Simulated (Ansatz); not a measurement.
**MgC2: a trial structure relaxed**

Where does this trial cell of MgC2 go when cell and atoms are let free?

Computed with Ansatz 0.2.0 (DFT PBE, scalar-relativistic, plane waves, PAW, unless a step's input says otherwise).

**1. The system as given**

The structure is cubic, space group Fm-3m (No. 225). The conventional cell has a = 5.357 Å, b = 5.357 Å, c = 5.357 Å, α = 90.00°, β = 90.00°, γ = 90.00°. Mg (site symmetry m-3m) has 8 C at 2.32 Å as nearest neighbours. C (site symmetry -43m) is surrounded by 4 Mg at 2.32 Å.

Coordinates:

```cif
data_structure
_symmetry_space_group_name_H-M 'Fm-3m'
_symmetry_Int_Tables_number 225
_cell_length_a 5.3573
_cell_length_b 5.3573
_cell_length_c 5.3573
_cell_angle_alpha 90.000
_cell_angle_beta 90.000
_cell_angle_gamma 90.000
_cell_volume 153.76
loop_
_atom_site_label
_atom_site_type_symbol
_atom_site_symmetry_multiplicity
_atom_site_Wyckoff_symbol
_atom_site_fract_x
_atom_site_fract_y
_atom_site_fract_z
_atom_site_occupancy
Mg1 Mg 4 b 0.50000 0.00000 0.00000 1
C1 C 8 c 0.25000 0.25000 0.75000 1
```

The cell is invented: random cell by space group and Wyckoff sites (Fm-3m, No. 225). Lengths come from tabulated atomic sizes and are only a guess.

**2. The guess as it stands, on a coarse mesh**

Contents of input.yaml:

```yaml
crystal:
  lattice:
    - [0.0, 2.67866266, 2.67866266]
    - [2.67866266, 0.0, 2.67866266]
    - [2.67866266, 2.67866266, 0.0]
  atoms:
    - { symbol: Mg, position: [0.5, 0.5, 0.5] }
    - { symbol: C, position: [0.75, 0.75, 0.75] }
    - { symbol: C, position: [0.25, 0.25, 0.25] }
basis:
  ecutwfc: 420
kpoints:
  mp_grid: { grid: [6, 6, 6] }
hamiltonian:
  xc: pbe
scf:
  occupations: { method: gaussian, width: 0.1 }
  lower_state_search: "off"
output:
  forces: true
  stress: true
  eigenvalues: true
```

On the command line:

```sh
> ansatz run input.yaml --threads 1 --pin off --max-ram 2048MiB --backend cpu --events-out ev --progress --plain --runs-dir out
```

The session goes on with these runs: rough relaxation on the coarse mesh; full relaxation.

What does the calculation give? Wanted: conventional cell; volume; energy over the elements; gap on the mesh.

As calculated:

```
                              quantity                                                                      value
symmetry at the end (tolerance 0.05 Å)                                                space group Fm-3m (No. 225)
                     conventional cell  a = 5.102 Å, b = 5.102 Å, c = 5.102 Å, α = 90.00°, β = 90.00°, γ = 90.00°
                                volume                                                              11.07 Å³/atom
              energy over the elements                                                              +2.41 eV/atom
                       gap on the mesh                                                               none (metal)
```

The space group Fm-3m (No. 225) is kept, and the volume per atom shrinks by 13.6 % from the first guess. With a positive formation energy it can't be a ground state. No finished test with a distortion of lower symmetry is shown, so the end may be a saddle point.
